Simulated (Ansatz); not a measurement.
# YbCuSb: the cost of one run

All numbers are computed with the Python package of Ansatz 0.2.0. Level of theory: DFT LDA, plane waves, PAW.

## 1. The system

It takes space group P6_3/mmc (No. 194, hexagonal). Conventional cell: a = 4.454 Å, b = 4.454 Å, c = 7.984 Å, α = 90.00°, β = 90.00°, γ = 120.00°. Yb (site symmetry -3m) has 6 Cu at 3.26 Å and 6 Sb at 3.26 Å as nearest neighbours. Cu (site symmetry -6m2) is surrounded by 3 Sb at 2.57 Å. Sb (site symmetry -6m2) has 3 Cu at 2.57 Å as nearest neighbours.

The script holds or builds the structure itself.

## 2. Script

ecut.py

```python
# -*- coding: utf-8 -*-
'''Cutoff test for YbCuSb.'''

import warnings

import ansatz as az
import numpy as np
import pandas as pd

warnings.simplefilter('ignore', az.DeckWarning)

vectors = np.array([
    [4.45408828, 0.0, 0.0],
    [-2.22704414, 3.8573536, 0.0],
    [0.0, 0.0, 7.984048],
])
crystal = (
    az.Lattice.of(vectors)
    .atom('Yb', (0.0, 0.0, 0.0))
    .atom('Yb', (0.0, 0.0, 0.5))
    .atom('Cu', (1 / 3, 2 / 3, 0.75))
    .atom('Cu', (2 / 3, 1 / 3, 0.25))
    .atom('Sb', (2 / 3, 1 / 3, 0.75))
    .atom('Sb', (1 / 3, 2 / 3, 0.25))
)

setup = (
    crystal.calculation()
    .functional('LDA')
    .kpoints(6, 6, 3, center='gamma')  # the mesh must be finer for metals
    .occupations('fermi_dirac', width=0.1)  # smearing steadies the SCF of a metal
    .forces()  # minus the gradient of the free energy
    .stress()
)

rows = []
for value in [250, 350, 450, 550, 650]:
    data = setup.basis(value).run().report
    rows.append((value, data['free_energy_ev'] / len(data['lattice']['sites']), data['n_iterations'], sum(data['stress_gpa'][i][i] for i in range(3)) / 3, max(abs(f) for row in data['forces_ev_ang'] for f in row), data['n_pw']))

table = pd.DataFrame(rows, columns=['cutoff (eV)', 'F/atom (eV)', 'iterations', 'P (GPa)', 'max component (eV/A)', 'plane waves'])
print(table.round(5).to_string(index=False))

# the last row is the reference
for row in rows[:-1]:
    shift = 1000 * (row[1] - rows[-1][1])
    print(f'{row[0]}: {shift:+.2f} meV/atom' + ('  (within 2 meV)' if abs(shift) < 2 else ''))
```

## 3. Launch

Started as:

```sh
$ python ecut.py
```

Q: Estimate wall time and peak memory on 1 thread of Arm Neoverse V1, shared host.

About 56 s, with a peak of 0.69 GiB.
